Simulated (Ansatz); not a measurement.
# Ni (Nickel): the cost of one run

Program: Ansatz 0.2.0. Level of theory: DFT PBE, scalar-relativistic, plane waves, PAW. These are calculated values, not measurements.

## Step 1: The structure to begin with

The structure is cubic, space group Fm-3m (No. 225). Conventional cell: a = 3.519 Å, b = 3.519 Å, c = 3.519 Å, α = 90.00°, β = 90.00°, γ = 90.00°. Ni (site symmetry m-3m) has 12 Ni at 2.49 Å as nearest neighbours.

Coordinates:

```xyz
1
Lattice="0.0000 1.7593 1.7593 1.7593 0.0000 1.7593 1.7593 1.7593 0.0000" Properties=species:S:1:pos:R:3 pbc="T T T"
Ni    0.0000    0.0000    0.0000
```

An earlier run at PBE left this cell at 10.891 Å³/atom and 0.00 GPa (22×22×22 mesh).

## Step 2: Ferromagnetic, larger cell

Input file input.yaml:

```yaml
crystal:
  lattice:
    - [0.0, 1.7593096198, -1.7593096198]
    - [0.0, 1.7593096198, 1.7593096198]
    - [3.5186192396, 0.0, 0.0]
  atoms:
    - { symbol: Ni, position: [0.0, 0.0, 0.0], spin: 0.8 }
    - { symbol: Ni, position: [0.5, 0.5, 0.5], spin: 0.8 }
basis:
  ecutwfc: 420
  ecutrho_ratio: 4
kpoints:
  mp_grid: { grid: [14, 14, 10] }
hamiltonian:
  xc: pbe
scf:
  occupations: { method: gaussian, width: 0.05 }
  lower_state_search: "off"
output:
  forces: true
  stress: true
  eigenvalues: true
  populations: true
magnetization:
  spin_polarized: true
```

Launch:

```bash
> ansatz run input.yaml --threads 1 --pin off --max-ram 2560MiB --backend cpu --events-out ev --progress --plain --runs-dir out
```

What time and memory should one allow on 1 thread of Intel Xeon Platinum 8375C at 2.90GHz (Ice Lake), shared host?

About 16 s, with a peak of 0.46 GiB.
